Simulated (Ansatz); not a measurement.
The system is HfGe.

```
CELL_PARAMETERS angstrom
3.21967 0.00000 0.00000
0.00000 3.21967 0.00000
0.00000 0.00000 4.10843
ATOMIC_POSITIONS crystal
Hf 0.50000 0.50000 0.00000
Ge 0.00000 0.00000 0.00000
```

The cell was built by a generator and needn't be a form met in nature.

```yaml
Program: Ansatz 0.2.0
Task: relaxation of cell and atoms
Functional: HSEsol
Potentials_or_basis: Ansatz PAW
Cutoff: "420 eV (not typed: the program's choice for these potentials)"
k_mesh: 4 × 4 × 4
Occupations: fermi-dirac, width 0.05 eV
Spin: no spin polarisation
```

At the start: volume 21.29 Å³/atom.

Task: How do energy, volume and symmetry change on relaxing?

Result: It ends after 18 steps and the volume is 21.89 Å³/atom (+2.8 %); space group P4/mmm (No. 123, to 0.05 Å).

The path:
```
step  energy change (eV)  largest force (eV/Å)  volume (Å³)
   1              0.0000                0.0000        42.59
   2             -1.7308                0.0000        46.84
   3             -2.5417                0.0000        50.93
   4             -2.7259                0.0000        55.77
   5             -2.8936                0.0000        53.50
   6             -3.0913                0.0000        51.30
   7             -3.2715                0.0000        48.85
   8             -3.3866                0.0000        45.58
   9             -3.4022                0.0000        43.90
  10             -3.4051                0.0000        43.07
  11             -3.4058                0.0000        43.58
  12             -3.4063                0.0000        43.38
  13             -3.4063                0.0000        43.42
  14             -3.4344                0.0000        43.42
  15             -3.4357                0.0000        43.72
  16             -3.4357                0.0000        43.79
  17             -3.4357                0.0000        43.77
  18             -3.4358                0.0000        43.77
```

Final structure:
```
Hf Ge
1.0
     3.73188    0.00000    0.00000
     0.00000    3.73188    0.00000
     0.00000    0.00000    3.14292
Hf Ge
1 1
Direct
  0.50000 0.50000 0.00000
  0.00000 0.00000 0.00000
```

Caveat: the k mesh is coarse (spacing up to 0.49 Å⁻¹), so the values aren't converged, least of all with exact exchange; the plane-wave basis is chosen anew once the cell has moved, so the energies of steps on either side of that aren't comparable; the PAW data sets come from PBE, with cores solved anew for the run's functional, which leaves a small shift of forces and pressure.
